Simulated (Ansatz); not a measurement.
# ScPdSe: the cost of one run

Computed with Ansatz 0.2.0 (DFT PBE, scalar-relativistic, plane waves, PAW, unless a step's input says otherwise).

3 further runs of the same task are left out: 1 that didn't finish, 2 set aside as unsound or not needed. Runs told in other sessions of the task aren't counted.

### 1 The starting structure

It takes space group P4/nmm (No. 129, tetragonal). The conventional cell has a = 3.969 Å, b = 3.969 Å, c = 6.848 Å, α = 90.00°, β = 90.00°, γ = 90.00°. Sc (site symmetry 4mm) is surrounded by 5 Pd at 2.86 to 2.93 Å and 4 Se at 3.12 Å. Around Pd (site symmetry 4mm) lie 4 Se at 2.54 Å and 5 Sc at 2.86 to 2.93 Å. Se (site symmetry -4m2) is surrounded by 4 Pd at 2.54 Å and 4 Se at 2.81 Å and 4 Sc at 3.12 Å.

Structure file:

```xyz
6
Lattice="3.9693 0.0000 0.0000 0.0000 3.9693 0.0000 0.0000 0.0000 6.8480" Properties=species:S:1:pos:R:3 pbc="T T T"
Sc    1.9846    0.0000    4.4375
Sc    0.0000    1.9846    2.4105
Pd    1.9846    0.0000    1.5785
Pd    0.0000    1.9846    5.2695
Se    0.0000    0.0000    0.0000
Se    1.9846    1.9846    0.0000
```

(A quick probe on a coarse mesh, which set the mesh and smearing, is not shown.)

### 3 Coarse relaxation

Contents of input.yaml:

```yaml
crystal:
  lattice:
    - [3.9692684407, 0.0, 0.0]
    - [0.0, 3.9692684407, 0.0]
    - [0.0, 0.0, 6.8480148153]
  atoms:
    - { symbol: Sc, position: [0.5, 0.0, 0.648] }
    - { symbol: Sc, position: [0.0, 0.5, 0.352] }
    - { symbol: Pd, position: [0.5, 0.0, 0.2305] }
    - { symbol: Pd, position: [0.0, 0.5, 0.7695] }
    - { symbol: Se, position: [0.0, 0.0, 0.0] }
    - { symbol: Se, position: [0.5, 0.5, 0.0] }
basis:
  ecutwfc: 420
kpoints:
  mp_grid: { grid: [4, 4, 4] }
hamiltonian:
  xc: pbe
scf:
  occupations: { method: gaussian, width: 0.1 }
  lower_state_search: "off"
output:
  forces: true
  stress: true
  eigenvalues: true
relax:
  adjacent_minimum: "off"
  f_tol: 0.04
  max_steps: 70
  cell: { stress_tol: 0.4 }
```

Command:

```sh
ansatz run input.yaml --threads 1 --pin off --max-ram 2560MiB --backend cpu --events-out ev --progress --plain --runs-dir out
```

What time and memory should one allow on 1 thread of Arm Neoverse V2, shared host?

About 1.9 min, with a peak of 0.45 GiB.
